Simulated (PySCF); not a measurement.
# C2H9N3W (W(CMe)(NH2)3): the cost of one run

Computed with PySCF 2.14.0 and routines of our own; the level stands in each step. Atoms count from 0.

### 1 The system as given

15 atoms, charge 0, multiplicity 1; geometry from: GFN2-xTB.

### 2 Geometry optimisation at PBE0-D3(BJ)/def2-SVP

Job settings and geometry (Å):

```
{"job": {"xc": "PBE0", "basis": "def2-SVP", "d3": "d3bj", "grid": 1, "maxiter": 30, "shake": 0.03, "kind": "geom"}, "charge": 0, "multiplicity": 1}
W      0.058450    -0.075320    -0.751000
C     -0.014990    -0.016620     1.093490
C     -0.052660    -0.012560     2.520460
H     -0.912790     0.041770     2.923640
H      0.476760    -0.931900     2.894730
H      0.544620     0.873100     2.921180
N      1.961270    -0.036160    -1.168780
H      2.278930    -0.016260    -2.166770
H      2.757640    -0.027080    -0.523550
N     -0.952870     1.687500    -1.128400
H     -1.120590     1.952360    -2.112530
H     -1.329260     2.420860    -0.546310
N     -1.084940    -1.626790    -1.198480
H     -1.204970    -1.903850    -2.131310
H     -1.437380    -2.405160    -0.582340
```

Command:

```
$ OMP_NUM_THREADS=1 python heavy_run.py task.json out
```

This one command runs all jobs of the session in turn.

Q: Estimate the wall time and peak memory of this first job on 1 thread of Arm Neoverse V1, shared host.

About 2.2 min, with a peak of 0.57 GiB.
